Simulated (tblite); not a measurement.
# C8H10Si: the cost of one run

The runs use tblite 0.8.0 and PySCF 2.14.0, with density-fitted response routines of our own; the level of theory stands in each step. All values are computed, except where a source is named. Atoms count from 0, in the outputs and in this text.

### 1 The starting structure

19 atoms, charge 0, multiplicity 1; geometry from: force field or distance geometry start.

Bonds of the start (Å): C0–C1 1.31, C1–C2 1.50, C1–C3 1.43, C3–C4 1.19, C4–C5 1.46, C5–C6 1.29, C6–C7 1.46, C7–Si8 1.81, Si8–C5 1.79, C0–H9 1.09, C0–H10 1.09, C2–H11 1.08, C2–H12 1.14, C2–H13 1.12, C6–H14 1.12, C7–H15 1.11, C7–H16 1.13, Si8–H17 1.47, Si8–H18 1.47.

### 2 Optimising the geometry with GFN2-xTB

What the job is given:

```
{"job": {"kind": "relax", "xc": "GFN2-xTB", "basis": "xTB"}, "charge": 0, "multiplicity": 1}
C     -3.103100    -0.534700    -1.314800
C     -2.507600    -0.354100    -0.160000
C     -3.258100    -0.274700     1.137900
C     -1.081700    -0.242800    -0.106700
C      0.107700    -0.176300    -0.032700
C      1.557700    -0.062500     0.012700
C      2.464200    -0.744000     0.631400
C      3.714200    -0.083100     0.250600
Si     2.722000     1.064400    -0.745600
H     -4.190500    -0.619700    -1.392300
H     -2.562100    -0.598200    -2.256300
H     -2.631300    -0.125900     2.010300
H     -4.072800     0.519200     1.090300
H     -3.838500    -1.229800     1.186500
H      2.343700    -1.627800     1.315100
H      4.439100    -0.725600    -0.291900
H      4.216100     0.454400     1.110000
H      2.722400     2.452800    -0.264500
H      2.949100     0.932800    -2.187600
```

Run with:

```console
> OMP_NUM_THREADS=1 python probes_run.py task.json out
```

This one command runs all jobs of the session in turn.

**Question.** How long does this first job take on 1 thread of Arm Neoverse V2, shared host?

About 1.1 s.
